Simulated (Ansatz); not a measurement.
The same path of a periodic cell of 39 atoms, Al16O22F (host Al2O3, host structure R-3c, dopant F, one O atom removed), cell charge -1 was run twice with different band settings. Lost on the way: Al3–Al23, Al4–F14, O8–Al12, Al12–F14, Al23–Al30. Made: Al3–F14, Al4–Al12, Al12–Al31, F14–Al23, Al23–O38.

Level of theory: DFT PBE, scalar-relativistic, plane waves, PAW (Ansatz). Settings: PAW set soft_1, cutoff 420 eV, k mesh 2x2x2, fermi-dirac smearing 0.02 eV, no spin polarisation.

Relaxed end points:

```xyz
39
Lattice="-4.7540 -2.7447 4.3300 4.7540 -2.7447 4.3300 0.0000 5.4894 4.3300" Properties=species:S:1:pos:R:3
Al -0.009 -0.036 4.557
Al -0.128 -0.010 1.894
Al 0.001 -0.082 8.296
Al 0.114 0.106 10.962
O -0.945 1.366 7.566
O -0.838 -1.569 7.594
O 0.897 -1.345 5.450
O 0.714 1.443 5.434
O -1.661 -0.137 5.418
Al -0.016 -2.776 8.904
Al 0.024 -2.711 6.275
Al 0.027 2.682 4.133
Al -0.018 2.751 6.751
F 4.362 1.550 7.716
O -0.785 1.267 3.252
O -3.087 0.061 7.616
O -3.859 -1.411 5.421
O 0.712 -1.337 9.831
O 3.096 -0.148 5.365
Al -2.367 1.371 8.917
Al -2.373 1.337 6.268
Al 2.380 -1.427 4.187
Al 2.162 -0.935 7.152
O 1.403 -0.032 3.266
O 1.580 2.680 7.578
O -0.717 -4.031 7.549
O -1.419 -0.010 9.742
O -1.648 -2.644 5.408
O 0.754 3.971 5.457
Al 2.297 1.299 8.743
Al 2.395 1.378 6.195
Al -2.388 -1.356 4.085
Al -2.437 -1.447 6.739
O 1.444 -2.729 7.608
O -3.032 2.665 7.544
O -0.767 -1.263 3.238
O -1.467 2.705 5.365
O 3.119 -2.772 5.257
O 0.736 1.297 9.720
```

```xyz
39
Lattice="-4.7540 -2.7447 4.3300 4.7540 -2.7447 4.3300 0.0000 5.4894 4.3300" Properties=species:S:1:pos:R:3
Al 0.069 0.105 4.608
Al 0.030 -0.009 1.944
Al -0.153 -0.045 8.529
Al 0.065 -0.042 11.195
O -0.909 1.351 7.612
O -0.798 -1.532 7.618
O 0.933 -1.412 5.374
O 0.837 1.403 5.574
O -1.607 -0.108 5.410
Al 0.023 -2.765 8.893
Al -0.008 -2.754 6.244
Al -0.276 3.147 3.680
Al 0.042 2.715 6.644
F 1.221 -0.259 7.440
O -0.709 1.313 3.249
O -3.118 0.131 7.553
O -3.810 -1.374 5.413
O 0.796 -1.284 9.660
O 3.140 -0.123 5.466
Al -2.423 1.369 8.886
Al -2.347 1.372 6.257
Al 2.376 -1.353 4.081
Al 2.414 -1.427 6.699
O 1.473 0.033 3.265
O 1.640 2.716 7.583
O -0.715 -3.988 7.595
O -1.496 0.010 9.771
O -1.645 -2.639 5.423
O 0.713 4.040 5.383
Al 2.356 1.361 8.962
Al 2.477 1.404 6.417
Al -2.287 -1.358 4.093
Al -2.391 -1.355 6.746
O 1.486 -2.785 7.545
O -2.982 2.686 7.566
O -0.680 -1.231 3.235
O -1.424 2.735 5.463
O 3.142 -2.642 5.397
O 0.713 1.224 9.749
```

Common settings: climbing image yes; optimiser quadratic models (default); force threshold 0.05 eV/Å; end points relaxed.

| run | movable images | spring | start path | iteration limit |
| --- | --- | --- | --- | --- |
| 1 | 7 | 10.0 eV/Å² | IDPP | 28 |
| 2 | 1 | 5.0 eV/Å² | default | 50 |

(1) What does each run give, and how far can it be trusted?

Results:

(1) Run 1: converged after 22 iterations, highest image 1.875 eV above the first end. The profile has 2 maxima (images 2, 6) with wells between them (image 4): this band takes more than one step, which may be the mechanism or a detour left from its start path. Neighbouring images differ by up to 1.3 eV, so the band resolves the path poorly. By the program's own check the climbing image is a first-order saddle point (lowest curvatures found: -1.26 and 1.63 eV/Å²).
Run 2: converged after 50 iterations, highest image 2.245 eV above the first end. Neighbouring images differ by up to 2.2 eV, so the band resolves the path poorly. The order of the point at the top wasn't checked. So few images can step over the top or miss a turn of the path.
Limits of this set-up: no spin, though dangling bonds at a vacancy may carry it, a small cell, in which the defect meets its images, a typed lattice constant that wasn't relaxed here, charged cell in a uniform background, uncorrected.
